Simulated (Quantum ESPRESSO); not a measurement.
# GaS2: work function with PBE

The system is GaS2, a sheet with vacuum.

```
CELL_PARAMETERS angstrom
2.58337 0.00000 0.00000
0.00000 2.58337 0.00000
0.00000 0.00000 34.30118
ATOMIC_POSITIONS crystal
Ga 0.00000 0.00000 0.27696
S 0.00000 0.00000 0.34965
S 0.00000 0.00000 0.20427
```

The cell was built by a generator and needn't be a form met in nature.

```yaml
Program: Quantum ESPRESSO 7.5
Task: work function
Functional: PBE
Potentials_or_basis: PseudoDojo 0.4.1 SR PBE standard
Cutoff: 1088 eV
Density_cutoff: 4354 eV
k_mesh: 8 × 8 × 1
Occupations: fermi-dirac, width 0.05 eV
Spin: no spin polarisation
Boundary_across_the_vacuum: none
Mixing_mode: local-TF
Mixing_beta: 0.3
Most_SCF_iterations: 150
SCF_threshold: 3e-09 Ry
```

| Property | Result |
| --- | --- |
| Largest force | 0.212 eV/Å |
| Band gap on the k mesh | none (metal or under the smearing width) |
| Work function of the upper face | 4.96 eV |
| Work function of the lower face | 4.96 eV |

Forces in eV/Å, atoms in the order of the input:
```
Ga   0.000  0.000  0.000
S    0.000  0.000  0.212
S    0.000  0.000 -0.212
```

Levels at points of the mesh, in eV from the Fermi level:
```
             k point  band 8  band 9  band 10  band 11  band 12  band 13  band 14  band 15  band 16  band 17
  (0.00, 0.00, 0.00)   -9.83   -5.92    -3.06     2.14     2.14     2.18     2.18     2.36     4.48     4.89
 (0.00, -0.50, 0.00)   -7.28   -7.03    -5.39    -3.35    -3.02    -0.03     3.60     3.63     4.16     6.12
(-0.50, -0.50, 0.00)   -5.00   -5.00    -4.86    -4.86    -1.77    -1.18     0.71     0.71     3.28     3.72
```

Wall time 88 s on 2 MPI ranks on Arm Neoverse V2 (shared host), peak memory 0.52 GiB a rank.
